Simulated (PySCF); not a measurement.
# C5H7O4: the cost of one run

Programs: PySCF 2.14.0, with density-fitted response routines of our own. Each step states its level of theory. These are calculated values for one molecule in the gas phase, unless marked as measured. Atoms count from 0, in the outputs and in this text.

## (1) The molecule as given

16 atoms, charge -1, multiplicity 1; geometry from: GFN2-xTB.

Bonds of the start (Å): C0–C1 1.52, C1–O2 1.21, C1–O3 1.31, O3–C4 1.45, C4–C5 1.51, C5–C6 1.61, C6–O7 1.23, C6–O8 1.23, C0–H9 1.09, C0–H10 1.09, C0–H11 1.09, C4–H12 1.09, C4–H13 1.09, C5–H14 1.09, C5–H15 1.09.

## (2) Excited states and response: wB97X-D/def2-SVPD

Job settings and geometry (Å):

```
{"job": {"kind": "uv", "xc": "wB97X-D", "basis": "def2-SVPD", "nstates": 8, "ntriplets": 3}, "charge": -1, "multiplicity": 1}
C      2.924053     0.640223     0.008268
C      1.714956    -0.255764    -0.215497
O      1.689482    -1.121609    -1.059535
O      0.747698     0.052773     0.619185
C     -0.539791    -0.604194     0.509675
C     -1.652710     0.405171     0.390916
C     -3.069079    -0.275848     0.760426
O     -3.013566    -1.177471     1.600241
O     -4.035675     0.210157     0.172254
H      3.811986     0.023569     0.122143
H      2.774262     1.256825     0.888521
H      3.056595     1.272660    -0.866919
H     -0.513833    -1.284941    -0.344559
H     -0.687635    -1.180660     1.428782
H     -1.714198     0.840469    -0.607182
H     -1.500144     1.207584     1.116836
```

Method: TDDFT wB97X-D/def2-SVPD, vertical, gas phase, core orbitals frozen in the response.

Command:

```
> OMP_NUM_THREADS=1 python probes_run.py task.json out
```

This one command runs all jobs of the session in turn.

Q: Estimate the wall time and peak memory of this job on 1 thread of Arm Neoverse V1, shared host.

About 70 s, with a peak of 1.1 GiB.
